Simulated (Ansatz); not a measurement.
Predict the output of the script below (the Python package of Ansatz (0.2.0)).

Input file `hfh2.xyz`:
```text
3
Lattice="-1.739 1.739 2.1805 1.739 -1.739 2.1805 1.739 1.739 -2.1805" Properties=species:S:1:pos:R:3 pbc="T T T"
Hf    0.00000000    0.00000000    0.00000000
H    -0.00000000    1.73900000    1.09025000
H     1.73900000   -0.00000000    1.09025000
```

`hfh2_restart.py`
```python
'''Two stages for HfH2: converge the density, then read it back for bands.'''

import argparse
import warnings

import ansatz as az

warnings.simplefilter('ignore', az.DeckWarning)

crystal = az.Crystal.from_extxyz('hfh2.xyz')

parser = argparse.ArgumentParser()
parser.add_argument('stage', choices=['scf', 'bands'])
stage = parser.parse_args().stage
calc = (
    crystal.calculation()
    .mixing('msr1', preconditioner='none')
    .basis(12 * az.Ha)
    .functional('r2scan', dispersion='D3(BJ)')
    .occupations('fermi_dirac')
    .scf(tolerance=1e-05, extra_bands=16, lower_state_search='off', self_checks='high')
    .kpoints(12)
)
if stage == 'scf':
    summary = calc.checkpoint(write='state').run(threads=1).report
    print(f'F = {summary["free_energy_ev"]:.5f} eV after {summary["n_iterations"]} iterations, saved')
else:
    points = {'G': (0.0, 0.0, 0.0), 'X': (0.0, 0.0, 0.5), 'P': (0.25, 0.25, 0.25), 'N': (0.0, 0.5, 0.0), 'M': (0.5, 0.5, -0.5), 'S': (0.40901, 0.59099, -0.40901)}
    done = calc.checkpoint(read='state', post_process_only=True).band_structure(list(points.values()), intervals=1).run(threads=1)
    bands = done.band_structure()
    for label, levels in zip(points, bands.channels[0].eigenvalues_ev - bands.fermi_energy_ev):
        print(f'{label:3s}', ' '.join(f'{e:7.3f}' for e in levels if abs(e) < 6))
```

Running `python hfh2_restart.py scf` prints:
```text
F = -15766.81628 eV after 6 iterations, saved
```

Output of `python hfh2_restart.py bands`:
```text
G    -1.667  -0.512  -0.512   0.474   1.895   3.342
X    -4.395   4.114   4.315   5.372
P    -2.717   1.368   4.153   5.047
N    -5.830  -0.880   0.647   3.961   4.549   4.900
M    -4.957  -4.008   4.622   4.776   4.776   5.716   5.716
S    -5.299  -3.515   2.762   3.867   4.203   5.752
```

Caveats:
- These settings explore the input space; cutoff and mesh may be short of convergence.
- The cutoff lies under the one recommended for these potentials.
- The dispersion term runs with damping parameters of another functional.
- Dispersion corrections can be off by several per cent in the lattices of metals, and by several GPa in the pressure at a fixed cell.
- Spin-orbit coupling, which matters for elements this heavy, is left out.
- The structure is a deposited one; some such entries were measured under pressure or heat, so a shift against it needn't be the functional's error alone.
- Levels are Kohn-Sham eigenvalues on this mesh, without spin-orbit coupling.
- The script silences the warnings on its input, which a real study should read.
- Timing: 6.9 s on 1 thread of Intel(R) Xeon(R) 6975P-C (Granite Rapids), with other jobs on the host, peak memory 0.47 GiB.

(Lines on the test bed's own set-up are left out of the output.)
